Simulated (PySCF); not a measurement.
# C5H8Si: the cost of one run

Programs: PySCF 2.14.0, with density-fitted response routines of our own. Each step states its level of theory. These are calculated values for one molecule in the gas phase, unless marked as measured. Atoms are numbered from 0 throughout.

### 1 Starting geometry

14 atoms, charge 0, multiplicity 1; geometry from: GFN2-xTB. The atoms were then displaced at random by about 0.01 Å, so the start is not that level's minimum.

Bonds of the start (Å): C0–C1 1.52, C1–C2 1.35, C2–C3 1.40, C3–C4 1.34, C4–Si5 1.89, Si5–C1 1.90, C0–H6 1.10, C0–H7 1.11, C0–H8 1.06, C2–H9 1.09, C3–H10 1.12, C4–H11 1.07, Si5–H12 1.47, Si5–H13 1.47.

### 2 Optimising the geometry at PBE0-D3(BJ)/def2-SVP

Job settings and geometry (Å):

```
{"job": {"xc": "PBE0", "basis": "def2-SVP", "d3": "d3bj", "grid": 1, "shake": 0.01, "kind": "geom"}, "charge": 0, "multiplicity": 1}
C      2.102170    -0.291240     0.064470
C      0.592390    -0.148610     0.025670
C     -0.273780    -1.167240     0.193300
C     -1.638530    -0.845280     0.132470
C     -1.990260     0.426770    -0.102490
Si    -0.409040     1.445230    -0.261300
H      2.504980     0.368620     0.842900
H      2.523740     0.070480    -0.891750
H      2.391940    -1.287770     0.263610
H      0.056800    -2.187060     0.394120
H     -2.408330    -1.639630     0.279030
H     -3.000980     0.775980    -0.152800
H     -0.226850     2.025160    -1.599400
H     -0.231420     2.439510     0.804420
```

Launch:

```sh
OMP_NUM_THREADS=1 python probes_run.py task.json out
```

The driver reads the jobs from task.json and runs them one after another.

Q: Estimate the wall time and peak memory of this first job on 1 thread of Arm Neoverse V1, shared host.

About 85 s, with a peak of 0.5 GiB.
